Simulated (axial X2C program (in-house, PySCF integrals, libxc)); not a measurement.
# Linear GaOH⁻ at several levels

One table from this session's results is given with a row withheld; the runs are named, their logs left out.

The runs use an in-house X2C program for linear molecules on PySCF integrals; all-electron X2C, two-component (2c) or spin-free, Ga dyall-v3z, O dyall-av3z, H dyall-v3z.

All values are calculated.

2 further runs of the same task are left out: 2 set aside as unsound or not needed.

The first run:

Contents of task.json:

```json
{"zs": [31, 8, 1], "q": -1, "bas": ["dyall-v3z", "dyall-av3z", "dyall-v3z"], "r0": [1.87, 0.96], "symm": 0, "scan": ["PBE0", "HF", "TPSSh"], "levels": ["PBE0", "HF", "r2SCAN"], "nst": 2}
```

Keys: zs atomic numbers; q charge; bas basis sets; r0 starting distance in Å; symm equal bonds; scan levels of the two-bond scan (MP2 follows by itself at each HF point); levels methods; nst determinants followed.

The run is started by

```sh
> python solin.py task.json out
```

Masses Ga 68.926, O 15.995, H 1.008 u.

Steps of the session up to this table: Scan at PBE0, 2c; Scan at HF, 2c; Scan at TPSSh, 2c.

One of the session's tables, all rows but one given; the rest of the session is left out.

| level | r(Ga–O) (Å) | r(O–H) (Å) | lower stretch (cm⁻¹) | upper stretch (cm⁻¹) |
| --- | --- | --- | --- | --- |
| PBE0, 2c | 1.872 | 0.952 | 494.9 | 3967.7 |
| HF, 2c | 1.857 | 0.932 | 512.6 | 4242.5 |
| TPSSh, 2c | 1.878 | 0.958 | 491.6 | 3869.2 |
| MP2, 2c | 1.881 | 0.956 | 483.2 | 3940.9 |
| PBE0, spin-free | 1.870 | 0.952 | 496.4 | 3968.3 |
| HF, spin-free | 1.856 | 0.932 | 514.0 | 4242.9 |
| TPSSh, spin-free | 1.876 | 0.958 | 493.1 | 3870.1 |
| MP2, spin-free | ? | ? | ? | ? |

Estimate the missing values for MP2, spin-free.

**Answer.** r(Ga–O) (Å): 1.880; r(O–H) (Å): 0.956; lower stretch (cm⁻¹): 484.8; upper stretch (cm⁻¹): 3941.5. In the column «r(Ga–O) (Å)» it lies between TPSSh, 2c (1.878) and MP2, 2c (1.881).

Scans not shown above were run alike.

MP2 freezes inner shells (threshold -2 hartree). For an anion the highest level of a functional can be positive, and the basis then holds the extra electron. The molecule was held linear; bending was not examined, so a bent shape may lie lower. Note: functional without a current term on a determinant with orbital currents, of the molecule or an atom.
